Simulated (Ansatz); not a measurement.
# CH6N2O2Si: molecular dynamics

The plan is to follow the molecule's vibrations and see whether its bonds hold. The start is relaxed first. Runs: 500 steps of 0.25 fs at constant energy, with velocities drawn for 1000 K. SMILES of the start: N=C(O)[SiH](N)O.

All numbers below are computed with Ansatz 0.2.0 (RKS PBE0-D4/STO-3G).

### 1 The structure to begin with

Bond lengths: N1–C2 1.297 Å, C2–O3 1.348 Å, C2–Si4 1.877 Å, Si4–N5 1.670 Å, Si4–O6 1.656 Å, N1–H7 1.029 Å, O3–H8 1.022 Å, Si4–H9 1.520 Å, N5–H10 1.031 Å, N5–H11 0.992 Å, O6–H12 0.983 Å. Angles (14 of 15 angles, heavy atoms first): N1–C2–O3 116.8°, N1–C2–Si4 121.4°, O3–C2–Si4 121.6°, C2–Si4–N5 115.2°, C2–Si4–O6 114.7°, N5–Si4–O6 103.1°, C2–N1–H7 110.8°, C2–O3–H8 103.4°, C2–Si4–H9 110.3°, N5–Si4–H9 107.2°, O6–Si4–H9 105.6°, Si4–N5–H10 103.3°, Si4–N5–H11 106.9°, Si4–O6–H12 115.7°.

Coordinates:

```xyz
12

N     0.9595    1.7520    0.6441
C    -0.0120    0.9135    0.8352
O    -0.6084    0.9406    2.0434
Si   -0.4624   -0.3720   -0.4557
N     0.6196   -0.5221   -1.7185
O    -0.5802   -1.9190    0.1220
H     1.3148    1.6868   -0.3195
H    -0.1140    1.6890    2.5340
H    -1.8204   -0.0562   -1.0618
H     1.4231   -1.0008   -1.2855
H     0.2234   -1.1634   -2.3631
H    -0.8660   -2.0035    1.0592
```

### 2 Relaxing the start

The input, input.yaml:

```yaml
crystal:
  periodic: [false, false, false]
  atoms:
    - { symbol: "N", position_ang: [0.9595, 1.752, 0.6441] }
    - { symbol: C, position_ang: [-0.012, 0.9135, 0.8352] }
    - { symbol: O, position_ang: [-0.6084, 0.9406, 2.0434] }
    - { symbol: Si, position_ang: [-0.4624, -0.372, -0.4557] }
    - { symbol: "N", position_ang: [0.6196, -0.5221, -1.7185] }
    - { symbol: O, position_ang: [-0.5802, -1.919, 0.122] }
    - { symbol: H, position_ang: [1.3148, 1.6868, -0.3195] }
    - { symbol: H, position_ang: [-0.114, 1.689, 2.534] }
    - { symbol: H, position_ang: [-1.8204, -0.0562, -1.0618] }
    - { symbol: H, position_ang: [1.4231, -1.0008, -1.2855] }
    - { symbol: H, position_ang: [0.2234, -1.1634, -2.3631] }
    - { symbol: H, position_ang: [-0.866, -2.0035, 1.0592] }
basis:
  gaussian: { orbitals: STO-3G }
hamiltonian:
  xc: pbe0
  dispersion: d4
relax:
  f_tol: 0.02
  max_steps: 40
scf:
  lower_state_search: "off"
```

Launch:

```console
ansatz run input.yaml --threads 1 --pin off --max-ram 2048MiB --backend cpu --events-out ev --progress --plain --runs-dir out
```

Standard output, shortened:

```text
Warning: RAYON_NUM_THREADS=1 ignored (pool sized by the plan → 1); use --threads N
[...]
Functional definition: PBE0
[...]
589 factors; integrals over basis functions are off by at most 1.1e-5 eV
[...]
mean field -15873.43809752 eV, -583.3380906811 hartree, gradient 2.2e-6 eV, S^2 0.000000; 0 other end points of the search recorded, 0 dependent functions left out
[...]
reference -15873.43811678 eV, -583.3380913890 hartree; 28, 28 occupied and 12, 12 virtual orbitals, 589 factors
relax step   1: F+E_penalty+E_count = -15873.66059127 eV  Δ(F+E_penalty+E_count) = +0.000e0 eV  max|allowed force component| = 5.424e0 eV/Å  Δτ_max = 0.0000 Å  (14 SCF iters, accepted)
[...]
relax step   3: F+E_penalty+E_count = -15874.36683893 eV  Δ(F+E_penalty+E_count) = -1.352e-2 eV  max|allowed force component| = 1.963e0 eV/Å  Δτ_max = 0.1927 Å  (19 SCF iters, accepted)
[...]
relax step   5: F+E_penalty+E_count = -15874.49113697 eV  Δ(F+E_penalty+E_count) = -2.766e-2 eV  max|allowed force component| = 7.099e-1 eV/Å  Δτ_max = 0.0514 Å  (19 SCF iters, accepted)
[...]
relax step   7: F+E_penalty+E_count = -15874.50694657 eV  Δ(F+E_penalty+E_count) = -8.388e-4 eV  max|allowed force component| = 5.079e-2 eV/Å  Δτ_max = 0.0154 Å  (20 SCF iters, accepted)
[...]
relax step   9: F+E_penalty+E_count = -15874.50756731 eV  Δ(F+E_penalty+E_count) = -2.466e-4 eV  max|allowed force component| = 3.798e-2 eV/Å  Δτ_max = 0.0275 Å  (18 SCF iters, accepted)
[...]
relax step  10: F+E_penalty+E_count = -15874.50775797 eV  Δ(F+E_penalty+E_count) = -1.907e-4 eV  max|allowed force component| = 1.431e-2 eV/Å  Δτ_max = 0.0153 Å  (20 SCF iters, accepted)
Total energy: -15874.50777705 eV, -583.3774006789 hartree
Atom 0 at     0.956926     1.740653     0.562505 Å, force     0.005199    -0.004279     0.005412 eV/Å
Atom 1 at     0.016868     0.854356     0.795265 Å, force     0.012183    -0.003258     0.014312 eV/Å
Atom 2 at    -0.617441     0.888036     2.042983 Å, force    -0.013102     0.011255    -0.007308 eV/Å
Atom 3 at    -0.555555    -0.488061    -0.399526 Å, force    -0.007741    -0.012649     0.006348 eV/Å
Atom 4 at     0.685404    -0.425761    -1.636216 Å, force     0.000689     0.011246    -0.007400 eV/Å
Atom 5 at    -0.595668    -2.031622     0.331510 Å, force    -0.004854     0.003744     0.000502 eV/Å
Atom 6 at     1.301383     1.516894    -0.427408 Å, force    -0.007963     0.006037    -0.007008 eV/Å
Atom 7 at    -0.145114     1.674854     2.492447 Å, force     0.005394    -0.001816     0.000323 eV/Å
Atom 8 at    -1.815879    -0.120030    -1.017957 Å, force    -0.000923    -0.001458    -0.001220 eV/Å
Atom 9 at     1.513248    -1.009566    -1.388668 Å, force     0.003506    -0.005597    -0.001977 eV/Å
Atom 10 at     0.360208    -0.789920    -2.556660 Å, force     0.003660    -0.001860     0.001097 eV/Å
Atom 11 at    -1.027380    -1.864933     1.235525 Å, force     0.003953    -0.001365    -0.003080 eV/Å
Dipole moment:    -0.201540    -0.312256    -0.088540 e Å
Checks for a lower state left out: stability, starts, cluster_reference, orbital_swaps, neighbouring_geometries, increment
```

Run time: 26 s. Hardware: 1 thread of Intel Xeon at 2.80GHz (Skylake/Cascade Lake), shared host; peak memory 0.16 GiB.

Relaxation path:

| step | energy from step 1 (eV) | largest force component (eV/Å) |
| --- | --- | --- |
| 1 | 0.0000 | 5.4239 |
| 2 | -0.6927 | 1.2445 |
| 3 | -0.7062 | 1.9626 |
| 4 | -0.8029 | 1.2339 |
| 5 | -0.8305 | 0.7099 |
| 6 | -0.8455 | 0.0939 |
| 7 | -0.8464 | 0.0508 |
| 8 | -0.8467 | 0.0486 |
| 9 | -0.8470 | 0.0380 |
| 10 | -0.8472 | 0.0143 |

Step 1 is the start.

After: Bond lengths: N1–C2 1.313 Å, C2–O3 1.400 Å, C2–Si4 1.886 Å, Si4–N5 1.753 Å, Si4–O6 1.708 Å, N1–H7 1.072 Å, O3–H8 1.022 Å, Si4–H9 1.451 Å, N5–H10 1.043 Å, N5–H11 1.042 Å, O6–H12 1.016 Å. Angles (14 of 15 angles, heavy atoms first): N1–C2–O3 117.8°, N1–C2–Si4 125.8°, O3–C2–Si4 116.4°, C2–Si4–N5 101.9°, C2–Si4–O6 112.3°, N5–Si4–O6 110.5°, C2–N1–H7 104.7°, C2–O3–H8 101.6°, C2–Si4–H9 110.7°, N5–Si4–H9 107.8°, O6–Si4–H9 113.0°, Si4–N5–H10 112.0°, Si4–N5–H11 112.9°, Si4–O6–H12 104.0°.

### 3 The run

500 steps of 0.25 fs at constant energy, with velocities drawn for 1000 K, from the relaxed start. H is given a mass of 3.016 u.

The input, input.yaml:

```yaml
crystal:
  periodic: [false, false, false]
  atoms:
    - { symbol: "N", position_ang: [0.956926, 1.740653, 0.562505] }
    - { symbol: C, position_ang: [0.016868, 0.854356, 0.795265] }
    - { symbol: O, position_ang: [-0.617441, 0.888036, 2.042983] }
    - { symbol: Si, position_ang: [-0.555555, -0.488061, -0.399526] }
    - { symbol: "N", position_ang: [0.685404, -0.425761, -1.636216] }
    - { symbol: O, position_ang: [-0.595668, -2.031622, 0.33151] }
    - { symbol: H, position_ang: [1.301383, 1.516894, -0.427408] }
    - { symbol: H, position_ang: [-0.145114, 1.674854, 2.492447] }
    - { symbol: H, position_ang: [-1.815879, -0.12003, -1.017957] }
    - { symbol: H, position_ang: [1.513248, -1.009566, -1.388668] }
    - { symbol: H, position_ang: [0.360208, -0.78992, -2.55666] }
    - { symbol: H, position_ang: [-1.02738, -1.864933, 1.235525] }
basis:
  gaussian: { orbitals: STO-3G }
hamiltonian:
  xc: pbe0
  dispersion: d4
md:
  timestep: 0.25
  n_steps: 500
  ensemble: nve
  temperature: 1000.0
  initial_velocities: maxwell_boltzmann
  seed: 760320
  masses: [{ species: H, mass: 3.016 }]
scf:
  lower_state_search: "off"
```

Launch:

```console
ansatz run input.yaml --threads 1 --pin off --max-ram 2048MiB --backend cpu --events-out ev --progress --plain --runs-dir out
```

Standard output, shortened:

```text
Warning: RAYON_NUM_THREADS=1 ignored (pool sized by the plan → 1); use --threads N
[...]
Functional definition: PBE0
[...]
585 factors; integrals over basis functions are off by at most 1.1e-5 eV
[...]
mean field -15874.28456798 eV, -583.3691978969 hartree, gradient 3.1e-6 eV, S^2 0.000000; 0 other end points of the search recorded, 0 dependent functions left out
[...]
reference -15874.28458699 eV, -583.3691985952 hartree; 28, 28 occupied and 12, 12 virtual orbitals, 585 factors
md step     0: t =     0.00 fs  T =  1000.0 K  F+E_penalty+E_count = -15874.50775576 eV  E_kin = 1.292600 eV  conserved = -15873.21515577 eV  (14 SCF iters)
[...]
md step    19: t =     4.75 fs  T =   475.8 K  F+E_penalty+E_count = -15873.82909368 eV  E_kin = 0.615023 eV  conserved = -15873.21407115 eV  (14 SCF iters)
[...]
md step    38: t =     9.50 fs  T =   342.6 K  F+E_penalty+E_count = -15873.65740828 eV  E_kin = 0.442900 eV  conserved = -15873.21450854 eV  (21 SCF iters)
[...]
md step    57: t =    14.25 fs  T =   529.0 K  F+E_penalty+E_count = -15873.89879598 eV  E_kin = 0.683842 eV  conserved = -15873.21495439 eV  (21 SCF iters)
[...]
md step    76: t =    19.00 fs  T =   476.3 K  F+E_penalty+E_count = -15873.82976637 eV  E_kin = 0.615618 eV  conserved = -15873.21414815 eV  (14 SCF iters)
md step    77: t =    19.25 fs  T =   493.2 K  F+E_penalty+E_count = -15873.85175033 eV  E_kin = 0.637566 eV  conserved = -15873.21418421 eV  (14 SCF iters)
md step    78: t =    19.50 fs  T =   512.9 K  F+E_penalty+E_count = -15873.87721892 eV  E_kin = 0.662992 eV  conserved = -15873.21422710 eV  (14 SCF iters)
```

### 4 The log goes on: dynamics from the start

The log, continued, shortened:

```text
md step    79: t =    19.75 fs  T =   534.7 K  F+E_penalty+E_count = -15873.90548145 eV  E_kin = 0.691205 eV  conserved = -15873.21427603 eV  (14 SCF iters)
[...]
md step   105: t =    26.25 fs  T =   325.8 K  F+E_penalty+E_count = -15873.63511853 eV  E_kin = 0.421178 eV  conserved = -15873.21394030 eV  (14 SCF iters)
[...]
md step   131: t =    32.75 fs  T =   329.5 K  F+E_penalty+E_count = -15873.64005108 eV  E_kin = 0.425868 eV  conserved = -15873.21418335 eV  (14 SCF iters)
[...]
md step   157: t =    39.25 fs  T =   652.3 K  F+E_penalty+E_count = -15874.05739909 eV  E_kin = 0.843176 eV  conserved = -15873.21422261 eV  (14 SCF iters)
[...]
md step   182: t =    45.50 fs  T =   406.5 K  F+E_penalty+E_count = -15873.73962219 eV  E_kin = 0.525486 eV  conserved = -15873.21413591 eV  (14 SCF iters)
md step   183: t =    45.75 fs  T =   390.0 K  F+E_penalty+E_count = -15873.71831018 eV  E_kin = 0.504163 eV  conserved = -15873.21414674 eV  (14 SCF iters)
```

### 5 The output, continued: dynamics from the start

Output, continued, shortened:

```text
md step   184: t =    46.00 fs  T =   377.1 K  F+E_penalty+E_count = -15873.70163355 eV  E_kin = 0.487462 eV  conserved = -15873.21417126 eV  (14 SCF iters)
[...]
md step   205: t =    51.25 fs  T =   347.6 K  F+E_penalty+E_count = -15873.66372927 eV  E_kin = 0.449302 eV  conserved = -15873.21442685 eV  (14 SCF iters)
[...]
md step   226: t =    56.50 fs  T =   694.4 K  F+E_penalty+E_count = -15874.11252478 eV  E_kin = 0.897626 eV  conserved = -15873.21489840 eV  (21 SCF iters)
[...]
md step   247: t =    61.75 fs  T =   587.2 K  F+E_penalty+E_count = -15873.97352238 eV  E_kin = 0.759003 eV  conserved = -15873.21451983 eV  (14 SCF iters)
[...]
md step   499: t =   124.75 fs  T =   335.5 K  F+E_penalty+E_count = -15873.64800359 eV  E_kin = 0.433649 eV  conserved = -15873.21435447 eV  (13 SCF iters)
[...]
Atom 4 at     0.795941    -0.367041    -1.574554 Å, force     1.025796    -1.249833     3.102008 eV/Å
Atom 5 at    -0.590937    -2.158825     0.212021 Å, force     1.392602     1.859467    -1.609389 eV/Å
Atom 6 at     1.212352     1.645327    -0.596288 Å, force    -0.191073    -0.589188     0.057373 eV/Å
Atom 7 at    -0.077308     1.673610     2.538847 Å, force     0.120355     0.193408    -0.300327 eV/Å
Atom 8 at    -1.924247     0.095061    -0.642373 Å, force     0.150962    -0.655895    -0.469030 eV/Å
Atom 9 at     1.617466    -1.045455    -1.128080 Å, force    -2.619203     2.029093    -1.061600 eV/Å
Atom 10 at     0.567987    -0.930704    -2.410585 Å, force    -0.578299    -0.659974    -0.983873 eV/Å
Atom 11 at    -1.373230    -2.124467     0.795599 Å, force    -2.038053    -0.578573     1.733554 eV/Å
Dipole moment:    -0.364194    -0.404770    -0.061697 e Å
Checks for a lower state left out: stability, starts, cluster_reference, orbital_swaps, neighbouring_geometries, increment
```

Run time: 14 min. Hardware: 1 thread of Intel Xeon at 2.80GHz (Skylake/Cascade Lake), shared host; peak memory 0.12 GiB.

### 6 The trajectory

The trajectory, every 26 steps (energies from step 0):

```csv
time (fs),T (K),potential energy change (meV/atom),total energy change (meV/atom)
0.0,1000,0.0,0.00
6.5,499,54.0,0.06
13.0,371,67.8,0.05
19.5,513,52.5,0.08
26.0,331,72.2,0.11
32.5,315,73.9,0.08
39.0,658,36.9,0.07
45.5,407,64.0,0.08
52.0,345,70.6,0.06
58.5,689,33.6,0.04
65.0,499,54.0,0.05
71.5,515,52.3,0.01
78.0,649,37.8,0.04
84.5,554,48.0,0.04
91.0,393,65.4,0.04
97.5,542,49.4,0.08
104.0,501,53.8,0.07
110.5,427,61.8,0.07
117.0,485,55.6,0.08
123.5,398,64.9,0.06
125.0,325,72.8,0.07
```

time (fs), T (K) and a bar:
```
      0.0       1000 ##############################
      5.5        474 ##########
     10.8        204 
     16.2        511 ############
     21.8        703 ###################
     27.2        361 ######
     32.5        315 ####
     38.0        688 ##################
     43.5        629 ################
     49.0        351 ######
     54.2        414 ########
     59.8        588 ##############
     65.2        479 ##########
     70.8        490 ###########
     76.0        519 ############
     81.5        482 ##########
     87.0        412 ########
     92.5        466 ##########
     97.8        566 ##############
    103.2        490 ###########
    108.8        475 ##########
    114.2        620 ################
    119.5        501 ###########
    125.0        325 #####
```

Maxima of the velocity power spectrum (cm⁻¹, relative height; resolution about 530 cm⁻¹): 800 (100), 1400 (8), 2330 (65).

### 7 Frames from the trajectory

Extended XYZ, with forces in eV/Å:

```xyz
12
time_fs=15.5 T=549 dE=0.5836
N     1.006    1.727    0.466   -0.461    0.906    0.871
C     0.019    0.927    0.783    0.734   -1.168   -1.759
O    -0.594    0.806    1.999   -0.299    0.936    1.551
Si   -0.575   -0.468   -0.309    1.366   -0.990   -3.439
N     0.707   -0.382   -1.604   -1.968    0.478   -0.729
O    -0.626   -2.089    0.346   -0.743    1.520    0.800
H     1.232    1.555   -0.569   -0.179   -0.593    0.164
H    -0.298    1.625    2.529    0.196   -0.015    0.192
H    -1.688   -0.100   -1.177   -0.413   -0.146    0.691
H     1.541   -0.924   -1.416    1.439   -0.915    0.701
H     0.438   -0.724   -2.591   -0.202    0.496    1.648
H    -1.155   -1.897    1.224    0.529   -0.506   -0.690
12
time_fs=31.2 T=295 dE=0.9122
N     0.977    1.789    0.427   -1.200   -1.653    0.025
C     0.067    0.869    0.749   -0.510    0.627    1.855
O    -0.576    0.812    2.027    0.416    0.407   -0.620
Si   -0.537   -0.525   -0.407   -2.131    1.763    3.267
N     0.738   -0.336   -1.500   -3.478    0.696   -4.588
O    -0.676   -1.998    0.355   -0.254   -2.055    1.366
H     1.167    1.371   -0.557    0.549    0.692   -0.224
H    -0.252    1.614    2.591    0.230   -0.270   -0.747
H    -1.838   -0.152   -0.970    0.518   -0.011   -0.317
H     1.552   -0.852   -1.292    2.630   -1.934    0.189
H     0.293   -0.653   -2.462    2.214    0.600    1.719
H    -1.241   -2.055    1.238    1.017    1.138   -1.926
12
time_fs=47.0 T=353 dE=0.8365
N     0.849    1.725    0.418    1.065    0.824    0.787
C     0.040    0.781    0.794   -0.329    0.790    0.088
O    -0.546    0.865    2.053    0.524    0.661    0.714
Si   -0.579   -0.487   -0.340    1.264   -1.733   -3.507
N     0.778   -0.325   -1.572   -2.115    0.234   -2.545
O    -0.648   -2.083    0.333   -1.954    2.019    1.970
H     1.248    1.466   -0.538   -0.482   -0.383   -0.324
H    -0.007    1.659    2.441   -0.551   -0.385   -0.058
H    -1.867   -0.165   -0.951    0.269    0.181    0.113
H     1.555   -0.913   -1.310    1.649   -1.126    1.167
H     0.683   -0.663   -2.636   -0.852    0.946    2.870
H    -1.325   -1.690    1.097    1.510   -2.028   -1.276
12
time_fs=62.5 T=601 dE=0.5165
N     0.852    1.721    0.469    0.035    0.254   -0.189
C    -0.030    0.823    0.838    0.234   -0.836   -1.818
O    -0.495    0.934    2.133    0.142    0.383    0.773
Si   -0.548   -0.534   -0.451   -1.271    1.021    2.860
N     0.770   -0.350   -1.555   -0.812   -0.244   -2.275
O    -0.656   -2.061    0.329   -1.529   -0.324    1.690
H     1.037    1.447   -0.551    0.434    0.114   -0.043
H     0.087    1.751    2.395   -0.553   -0.400    0.304
H    -1.797   -0.056   -0.983   -0.207   -0.161   -0.534
H     1.546   -0.917   -1.185    0.867   -0.446   -0.409
H     0.560   -0.650   -2.585    0.650    0.347    2.181
H    -1.368   -1.970    1.149    2.009    0.292   -2.540
12
time_fs=78.0 T=649 dE=0.4542
N     0.863    1.731    0.466   -0.262    0.054   -0.430
C    -0.061    0.861    0.813    0.312    0.261    1.364
O    -0.453    0.967    2.204   -0.219   -0.290   -1.271
Si   -0.593   -0.542   -0.426    0.580    2.231    0.717
N     0.769   -0.396   -1.522    1.130   -0.979   -0.892
O    -0.633   -2.049    0.263   -1.512   -1.694    2.016
H     1.073    1.505   -0.566    0.085   -0.095    0.129
H     0.035    1.827    2.518   -0.077   -0.661   -0.677
H    -1.722   -0.105   -1.242   -0.019   -0.263    0.270
H     1.694   -0.924   -1.341   -1.664    0.716    0.339
H     0.486   -0.749   -2.472    0.168    0.291    0.199
H    -1.347   -2.083    1.047    1.478    0.427   -1.764
12
time_fs=93.8 T=459 dE=0.7002
N     0.848    1.772    0.438    0.386    0.102    0.331
C    -0.026    0.881    0.841    0.077   -0.013   -0.719
O    -0.475    0.934    2.155    0.122    0.690    0.134
Si   -0.598   -0.448   -0.334    1.613   -3.122   -2.612
N     0.738   -0.436   -1.553    2.700    0.028    3.269
O    -0.611   -2.138    0.202   -1.241    2.054    1.007
H     1.151    1.472   -0.550   -0.349   -0.040   -0.054
H     0.056    1.768    2.449   -0.305   -0.321    0.304
H    -1.680   -0.297   -1.296   -0.513    0.633    0.734
H     1.667   -0.968   -1.211   -2.830    1.389   -1.062
H     0.510   -0.804   -2.476   -0.416   -0.652   -0.846
H    -1.366   -2.026    0.917    0.756   -0.745   -0.486
12
time_fs=109.5 T=449 dE=0.7133
N     0.879    1.812    0.428   -0.095   -0.111    0.017
C     0.017    0.900    0.815    0.115   -0.957   -1.089
O    -0.514    0.928    2.085   -0.207   -0.027    1.013
Si   -0.533   -0.518   -0.375   -3.546    2.275    2.752
N     0.716   -0.373   -1.504    4.629   -1.565    1.453
O    -0.641   -2.058    0.189    1.730   -1.669   -0.648
H     1.079    1.476   -0.571    0.388    0.263   -0.129
H     0.015    1.673    2.545   -0.126    0.108   -0.138
H    -1.862   -0.112   -0.865    0.582   -0.082   -0.268
H     1.529   -1.051   -1.060   -2.183    2.243   -1.667
H     0.452   -0.881   -2.335   -0.244   -0.952   -2.102
H    -1.328   -2.250    0.863   -1.044    0.475    0.806
12
time_fs=125.0 T=325 dE=0.8737
N     0.892    1.811    0.411   -0.352   -0.055    0.814
C     0.064    0.850    0.764    0.058    1.245    1.804
O    -0.555    0.907    2.062    0.738   -0.257   -1.046
Si   -0.619   -0.479   -0.308    2.294   -1.281   -2.041
N     0.796   -0.367   -1.575    1.026   -1.250    3.102
O    -0.591   -2.159    0.212    1.393    1.859   -1.609
H     1.212    1.645   -0.596   -0.191   -0.589    0.057
H    -0.077    1.674    2.539    0.120    0.193   -0.300
H    -1.924    0.095   -0.642    0.151   -0.656   -0.469
H     1.617   -1.046   -1.128   -2.619    2.029   -1.062
H     0.568   -0.931   -2.411   -0.578   -0.660   -0.984
H    -1.373   -2.124    0.796   -2.038   -0.579    1.734
```

### 8 Outcome

```
                          quantity                          value
           relaxation of the start        9 moves, 0.847 eV lower
                            length           500 steps of 0.25 fs
  temperature, first and last step                 1000 and 325 K
          temperature, second half  mean 490 K, from 238 to 742 K
     potential energy, second half    +55 meV/atom from the start
largest change of the total energy                  0.12 meV/atom
            bonds formed or broken                              0
```

**Reading.** The temperature starts at 1000 K and averages 490 K in the second half, where it ranges from 238 to 742 K. About half is expected from a start at a minimum: kinetic energy passes into potential energy until both shares match. The total energy strays from its start by at most 0.12 meV/atom, 0.2 % of the mean kinetic energy, which is good for a step of 0.25 fs. No bond forms or breaks. A run of 125 fs with 12 atoms shows the motion but fixes no equilibrium value. The basis is very small, so the numbers are rough.
